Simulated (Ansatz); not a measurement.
**GaAsH3 (quartet): from Hartree-Fock to the top rungs, cc-pVDZ**

An exercise on one series of results from a longer session: the logs are not shown, and one member is left open.

Program: Ansatz 0.2.0, Gaussian basis. Level of theory: cc-pVDZ, core rule «outside noble gas», up to 28 orbitals frozen. These are calculated values, not measurements.

To be run: UHF; CCSD(T) on ROHF; CCSD(T) on UHF; BCCD(T) on ROHF; CISD; CCSDT(Q) on ROHF; CCSDT(Q) on UHF.

28 further runs of the same task are left out: 14 that didn't finish, 14 set aside as unsound or not needed.

### What is computed

The geometry is a PBE0/def2-TZVP stationary point (not a proven minimum) of the parent state, kept for this charge and spin. No spin-orbit coupling is included. The filled d shell of Ga, As may be among the frozen orbitals whatever the setting's name suggests; the logs give the count.

5 atoms, charge 0, spin multiplicity 4.

Atoms are counted from 1 here; the program's logs count them from 0.

Bond lengths: Ga1–As2 2.461 Å, Ga1–H3 1.605 Å, As2–H4 1.526 Å, As2–H5 1.520 Å. Angles: As2–Ga1–H3 116.9°, Ga1–As2–H4 89.0°, Ga1–As2–H5 93.8°, H4–As2–H5 92.9°.

The first run:

in.yaml

```yaml
crystal:
  periodic: [false, false, false]
  atoms:
    - {symbol: Ga, position_ang: [-0.019922, 0.053079, 1.276503]}
    - {symbol: As, position_ang: [0.043743, -0.037708, -1.181813]}
    - {symbol: H, position_ang: [0.059295, -1.346619, 2.057531]}
    - {symbol: H, position_ang: [-1.267104, -0.818597, -1.161064]}
    - {symbol: H, position_ang: [-0.665593, 1.296400, -1.351122]}
basis:
  gaussian: {orbitals: cc-pVDZ}
magnetization: {spin_polarized: true, initial_magnetization: 3}
hamiltonian: {xc: hf}
output: {orbitals: {seedname: orbitals}}
```

Launch:

```
$ ansatz run in.yaml --threads 1 --pin off --events-out ev --progress --plain --max-ram 2393MiB
```

Steps of the session up to this table: UHF; CCSD(T) on ROHF; CCSD(T) on UHF; BCCD(T) on ROHF; CISD; CCSDT(Q) on ROHF; CCSDT(Q) on UHF.

One table of the session follows, with a row left open; its other results are not shown here.

It belongs to the step «Misses and costs». 

| method | from UCCSDT(Q) (kcal/mol) |
| --- | --- |
| ROHF | +123.29 |
| UHF | +119.23 |
| RMP2 | +28.82 |
| UMP2 | +28.24 |
| RCCSD | +4.79 |
| UCCSD | +4.22 |
| RCCSD(T) | +1.39 |
| UCCSD(T) | ? |
| BCCD(T) | +1.35 |
| RCCSDT | +0.58 |
| UCCSDT | +0.15 |
| RCCSDT(Q) | +0.44 |
| UCCSDT(Q) | 0 |

Estimate the missing values for UCCSD(T).

The run gave: from UCCSDT(Q) (kcal/mol): +0.96. In the column «from UCCSDT(Q) (kcal/mol)» it lies between RCCSDT (+0.58) and BCCD(T) (+1.35).

Not comparable, so not listed: CISD (they don't share determinant, frozen orbitals or solution with the rows shown, or repeat one).

Caveats from the session: Restricted and unrestricted rows rest on different reference determinants; where their highest levels disagree by more than a few hundredths of an eV, they describe different states and don't form one ladder.
